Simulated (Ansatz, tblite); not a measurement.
# The cluster Be3S3: charged states by level of theory

An exercise on one series of results from a longer session: the logs are not shown, and one member is left open.

Computed with Ansatz 0.2.0, Gaussian basis. Level: as each input shows.

The runs, in order: charge +1 doublet, at the geometry of the singlet (PBE0-D4/def2-TZVP, PBE-D4/def2-TZVP, r2SCAN-D4/def2-TZVP, CCSD(T)/def2-TZVPP); charge -1 doublet, at the geometry of the singlet (PBE0-D4/def2-TZVPD, PBE-D4/def2-TZVPD, r2SCAN-D4/def2-TZVPD); charge -1 doublet, relaxed (PBE0-D4/def2-TZVPD, PBE-D4/def2-TZVPD); the starting singlet's energies come from earlier runs.

1 further run of the same task is left out (set aside as unsound or not needed).

**The structure**

The geometry is that of the singlet, from an earlier relaxation (r2SCAN-D4/def2-SVP). At that level it is the lowest of the isomers that a small search found.

6 atoms, charge 0, spin multiplicity 1.

Atoms are counted from 1 here; the program's logs count them from 0.

Bond lengths: Be1–S4 1.916 Å, Be1–S5 1.916 Å, Be2–S4 1.916 Å, Be2–S6 1.916 Å, Be3–S5 1.916 Å, Be3–S6 1.916 Å. Angles: S4–Be1–S5 160.2°, S4–Be2–S6 160.2°, S5–Be3–S6 160.2°, Be1–S4–Be2 79.8°, Be1–S5–Be3 79.8°, Be2–S6–Be3 79.8°.

Set-up of the first run:

Input file in.yaml:

```yaml
crystal:
  periodic: [false, false, false]
  atoms:
    - {symbol: Be, position_ang: [1.415369, 0.015797, -0.107934]}
    - {symbol: Be, position_ang: [-0.692633, -1.237113, 0.071338]}
    - {symbol: Be, position_ang: [-0.722753, 1.221304, 0.036582]}
    - {symbol: S, position_ang: [1.109814, -1.875341, -0.056405]}
    - {symbol: S, position_ang: [1.063605, 1.899623, -0.109425]}
    - {symbol: S, position_ang: [-2.173392, -0.024269, 0.165845]}
basis:
  gaussian: {orbitals: def2-SVP}
total_charge: 1
magnetization: {spin_polarized: true, initial_magnetization: 1}
hamiltonian: {xc: pbe0, dispersion: d4}
output: {orbitals: {seedname: orbitals}}
```

Run with:

```sh
$ ansatz run in.yaml --threads 2 --pin off --events-out ev --progress --plain --max-ram 4352MiB
```

Among the steps run: Charge +1 doublet at the fixed geometry, first pass, PBE0-D4/def2-SVP; Charge +1 doublet at the fixed geometry, PBE0-D4/def2-TZVP; Charge +1 doublet at the fixed geometry, PBE-D4/def2-TZVP; Charge +1 doublet at the fixed geometry, r2SCAN-D4/def2-TZVP; Charge +1 doublet at the fixed geometry, CCSD(T)/def2-TZVPP.

One table of the session follows, with a row left open; its other results are not shown here.

It belongs to the step «Vertical ionisation energy». 

| method | vertical ionisation energy (eV) |
| --- | --- |
| HF/def2-TZVPP | ? |
| PBE-D4/def2-TZVP | 9.20 |
| r2SCAN-D4/def2-TZVP | 9.37 |
| PBE0-D4/def2-TZVP | 9.55 |
| MP2/def2-TZVPP | 10.00 |
| CCSD/def2-TZVPP | 9.75 |
| CCSD(T)/def2-TZVPP | 9.76 |

**Question.** Estimate the row for HF/def2-TZVPP.

**Answer.** vertical ionisation energy (eV): 8.90. In the column «vertical ionisation energy (eV)» it is the lowest.

To keep in mind: The anion's highest level is positive in at least one run, so there the basis alone may hold the extra electron.
